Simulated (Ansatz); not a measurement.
Consider an atomisation energy of H5NSSeSi, SMILES N[SiH](S)[SeH] (Ansatz 0.2.0, Python API).

`h5nssesi_tae.py`:
```python
from collections import Counter

import ansatz as az


def energy(molecule, charge=0, unpaired=0):
    calc = (
        molecule.calculation()
        .basis(gaussian="def2-TZVP")
        .correlation("mp2")
    )
    if charge:
        calc = calc.charge(charge)
    if unpaired:
        calc = calc.spin("collinear", total=unpaired)
    report = calc.run(threads=1).report
    if report["published_state_doubts"]:
        print("  doubts:", report["published_state_doubts"])
    return report["free_energy_ev"]


def main() -> None:
    mol = (
        az.Crystal.molecule()
        .atom("N", (0.2554, 1.255, -0.9895))
        .atom("Si", (0.4446, 0.0788, 0.2853))
        .atom("S", (1.0393, -1.7726, -0.6071))
        .atom("Se", (-1.4341, -0.2229, 1.4114))
        .atom("H", (-0.567, 0.9426, -1.624))
        .atom("H", (-0.1427, 2.182, -0.5355))
        .atom("H", (1.5088, 0.5552, 1.2235))
        .atom("H", (1.176, -2.3879, 0.6563))
        .atom("H", (-2.1918, -0.6765, 0.1626))
    )

    unpaired = {"N": 3, "Si": 2, "S": 2, "Se": 2, "H": 1}
    counts = Counter(site.symbol for site in mol.cartesian_sites)
    atom_energy = {s: energy(az.Crystal.molecule().atom(s, (0, 0, 0)), 0, unpaired[s]) for s in counts}
    whole = energy(mol, 0, 0)
    for s, e in atom_energy.items():
        print(f"{s:2s} x{counts[s]}  {e:14.5f} eV")
    print(f"H5NSSeSi: {whole:.5f} eV")
    split = sum(counts[s] * e for s, e in atom_energy.items()) - whole
    print(f"atomisation energy (no zero-point term): {split:.3f} eV, {split / sum(counts.values()):.3f} eV an atom")


if __name__ == "__main__":
    main()
```

What does it cost to take this molecule apart into atoms?

27.255 eV from the electronic energies, without the zero-point term.

What the script printed:

```console
$ python h5nssesi_tae.py
N  x1     -1482.95560 eV
Si x1     -7861.52477 eV
S  x1    -10819.68585 eV
Se x1    -65308.43204 eV
H  x5       -13.60052 eV
H5NSSeSi: -85567.85618 eV
atomisation energy (no zero-point term): 27.255 eV, 3.028 eV an atom
```

Total energies depend on the basis set; only differences at equal settings carry meaning. The geometry is a force-field or estimated start, not a minimum of this method, and the basis set is short of its limit. All parts are taken at fixed geometry, without zero-point energy. The spin-orbit lowering of heavy atoms is left out. The whole script took 8.1 s on 1 thread of Arm Neoverse V2, on a shared host, peak memory 0.45 GiB.

(Lines on the test bed's own set-up are left out of the output.)
